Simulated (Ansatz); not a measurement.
**BBrFH (SMILES FBBr): functionals against CCSD(T) at one geometry**

The task here is to estimate one member of a computed series from the others.

Computed with Ansatz 0.2.0, Gaussian basis. Level: single points in def2-TZVPP.

Correlated methods freeze the cores. Filled d shells of the heavier atoms are correlated.

**Starting geometry**

SMILES `FBBr`, 4 atoms, charge 0, spin multiplicity 1.

Atoms are counted from 1 here; the program's logs count them from 0.

Bond lengths: F1–B2 1.297 Å, B2–Br3 1.857 Å, B2–H4 1.160 Å. Angles: F1–B2–Br3 117.1°, F1–B2–H4 119.5°, Br3–B2–H4 123.4°.

Coordinates:

| atom | x (Å) | y (Å) | z (Å) |
| --- | --- | --- | --- |
| F1 | 1.0968 | -0.2490 | -0.7579 |
| B2 | 0.0806 | -0.1608 | 0.0437 |
| Br3 | -1.0631 | 1.2824 | -0.1963 |
| H4 | -0.0683 | -0.9643 | 0.8670 |

Set-up of the first run:

run/in.yaml reads:

```yaml
crystal:
  periodic: [false, false, false]
  atoms:
    - {symbol: F, position_ang: [1.096800, -0.249000, -0.757900]}
    - {symbol: B, position_ang: [0.080600, -0.160800, 0.043700]}
    - {symbol: Br, position_ang: [-1.063100, 1.282400, -0.196300]}
    - {symbol: H, position_ang: [-0.068300, -0.964300, 0.867000]}
basis:
  gaussian: {orbitals: def2-TZVPP}
correlation: {method: ccsd_t}
output: {forces: true}
```

No record of the launch command was kept for these runs.

Among the steps run: CCSD(T)/def2-TZVPP; PBE0-D4/def2-TZVPP; wB97M-V/def2-TZVPP; r2SCAN-D4/def2-TZVPP; PBE-D4/def2-TZVPP; revPBE-D4/def2-TZVPP; BLYP-D4/def2-TZVPP.

One of the session's tables, all rows but one given; the rest of the session is left out.

```
   method  RMS force component (eV/Å)  angle to CCSD(T) forces (°)  dipole (D)
  CCSD(T)                       0.530                    reference        0.68
  PBE0-D4                       0.481                         13.0        0.66
  wB97M-V                       0.502                          4.1        0.67
r2SCAN-D4                       0.522                          5.8        0.62
   PBE-D4                       0.652                          7.3        0.54
revPBE-D4                           ?                            ?           ?
  BLYP-D4                       0.730                          9.1        0.56
```

Q: Estimate the row for revPBE-D4 from the others.

As computed: RMS force component (eV/Å): 0.740; angle to CCSD(T) forces (°): 8.9; dipole (D): 0.53. In the column «RMS force component (eV/Å)» it is the highest.
